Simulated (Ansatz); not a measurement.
# Cl₃H₃O₃W: geometry and vibrations

The task is to find a stationary geometry of Cl₃H₃O₃W, then compute its harmonic vibrations to see whether it is a minimum and to get the zero-point energy and entropy.

Method: RKS PBE0-D4/def2-TZVP; program: Ansatz 0.2.0, Gaussian basis.

Levels to be run: relaxation at PBE0-D4/def2-TZVP; harmonic vibrations at the same level.

1 further run of the same task is left out (set aside as unsound or not needed).

## Step 1: The system as given

SMILES `[OH][W]([OH])([OH])([Cl])([Cl])[Cl]`, 10 atoms, charge 0, spin multiplicity 1.

Atoms are counted from 1 here; the program's logs count them from 0.

Bond lengths: O1–W2 1.819 Å, O1–H8 0.962 Å, W2–O3 1.799 Å, W2–O4 1.800 Å, W2–Cl5 2.296 Å, W2–Cl6 2.367 Å, W2–Cl7 2.367 Å, O3–H9 0.966 Å, O4–H10 0.966 Å. Angles: W2–O1–H8 178.8°, O1–W2–O3 92.9°, O1–W2–O4 92.8°, O1–W2–Cl5 179.9°, O1–W2–Cl6 89.9°, O1–W2–Cl7 90.2°, O3–W2–O4 174.3°, O3–W2–Cl5 87.1°, O3–W2–Cl6 90.1°, O3–W2–Cl7 90.0°, O4–W2–Cl5 87.1°, O4–W2–Cl6 90.0°, O4–W2–Cl7 90.0°, Cl5–W2–Cl6 89.9°, Cl5–W2–Cl7 89.9°, Cl6–W2–Cl7 179.8°, W2–O3–H9 174.0°, W2–O4–H10 174.4°.

Geometry (Å):

```
O    -0.6942   -1.4838   -0.2289
W     0.0711    0.1466    0.0244
O     1.0697   -0.4352    1.4035
O    -0.8516    0.8893   -1.3306
Cl    1.0334    2.2066    0.3464
Cl   -1.6666    0.7269    1.5238
Cl    1.8102   -0.4269   -1.4759
H    -1.1152   -2.3372   -0.3713
H     1.6487   -0.6554    2.1444
H    -1.3055    1.3691   -2.0357
```

The start is a GFN2-xTB geometry. W takes the def2 core potential; no spin-orbit term is included.

## Step 2: Optimising with PBE0-D4/def2-TZVP

in.yaml reads:

```yaml
crystal:
  periodic: [false, false, false]
  atoms:
    - {symbol: O, position_ang: [-0.694240, -1.483840, -0.228930]}
    - {symbol: W, position_ang: [0.071060, 0.146620, 0.024350]}
    - {symbol: O, position_ang: [1.069690, -0.435170, 1.403500]}
    - {symbol: O, position_ang: [-0.851560, 0.889330, -1.330620]}
    - {symbol: Cl, position_ang: [1.033390, 2.206610, 0.346380]}
    - {symbol: Cl, position_ang: [-1.666600, 0.726930, 1.523840]}
    - {symbol: Cl, position_ang: [1.810170, -0.426930, -1.475900]}
    - {symbol: H, position_ang: [-1.115150, -2.337190, -0.371310]}
    - {symbol: H, position_ang: [1.648710, -0.655420, 2.144380]}
    - {symbol: H, position_ang: [-1.305460, 1.369060, -2.035690]}
basis:
  gaussian: {orbitals: def2-TZVP}
hamiltonian: {xc: pbe0, dispersion: d4}
relax: {f_tol: 0.005, max_steps: 150}
```

On the command line:

```sh
$ ansatz run in.yaml --threads 2 --pin off --events-out ev --progress --plain --max-ram 32768MiB --backend cuda --devices 0, --max-vram 18GiB
```

Further steps of the session: Harmonic vibrations.

Q: Predict the results of all the runs planned. Wanted: point group; shift from the start; total energy; dispersion term; dipole moment; lowest, highest wavenumber; zero-point energy.

As calculated:

| quantity | value |
| --- | --- |
| point group | Cs |
| steps | 24 |
| shift from the start (rms) | 0.481 Å |
| total energy | -45575.4479 eV |
| dispersion term | -355 meV |
| dipole moment | 0.47 D |
| lowest, highest wavenumber | 93, 3878 cm⁻¹ |
| zero-point energy | 118.2 kJ/mol |
| entropy at 298.15 K | 433.6 J/(mol K) |

**Reading.** The atoms moved 0.48 Å (rms) from the start; the bond that changed most is W2–Cl5, from 2.296 to 2.388 Å. No mode is imaginary: a true minimum at this level. The stiffest mode, 3878 cm⁻¹, is an O–H stretch, and 5 modes under 200 cm⁻¹ make the vibrational entropy uncertain. Harmonic hybrid wavenumbers usually lie a few per cent above measured fundamentals. The largest Mulliken charge, +1.34 e, sits on W2.
